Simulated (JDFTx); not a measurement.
## HfMoC2 under changes of volume

One of the cells (11.421 Å³/atom); the others are scaled copies at fixed shape and fractional positions:

```
CELL_PARAMETERS angstrom
3.19142 0.00000 0.00000
0.00000 3.19142 0.00000
0.00000 0.00000 4.48516
ATOMIC_POSITIONS crystal
Hf 0.00000 0.00000 0.00000
Mo 0.50000 0.50000 0.50000
C 0.50000 0.50000 0.00000
C 0.00000 0.00000 0.50000
```

The cell comes from a database or a generator and needn't be the stable form of this composition.

| Quantity | Value |
| --- | --- |
| Program | JDFTx 1.7.0 (patched build) |
| Functional | PBEsol |
| Potentials or basis | PseudoDojo-SR-PBEsol-0.4.1-standard with smoothed tails |
| Cutoff | 1116 eV |
| Density cutoff | 8925 eV |
| k mesh | 8 × 8 × 6 |
| Occupations | fermi-dirac, width 0.05 eV |
| Spin | no spin polarisation |

| volume (Å³/atom) | energy over the lowest point (meV/atom) | pressure (GPa) |
| --- | --- | --- |
| 10.735 | 9.87 | 10.2 |
| 10.964 | ? | ? |
| 11.192 | 0.00 | -2.9 |
| 11.421 | 8.07 | -8.4 |
| 11.649 | 23.65 | -13.4 |
| 11.877 | 45.97 | -17.9 |
| 12.106 | 74.36 | -21.9 |

Question: What does the run at 10.964 Å³/atom give?

Answer: Energy over the lowest point 0.29 meV/atom; pressure 3.3 GPa.

Worked out: A Birch-Murnaghan fit of order 3 (a polynomial in V^(-2/3)) to the other rows has its minimum at 11.08 Å³/atom with B0 = V·E''(V) = 299 GPa and B' = 4.3 at fixed shape and positions, which overstates the stiffness. It gives 0.25 meV/atom at 10.964 Å³/atom, against the run's 0.29, and -dE/dV = 3.3 GPa, against 3.3.

Energies are extrapolated to zero smearing.
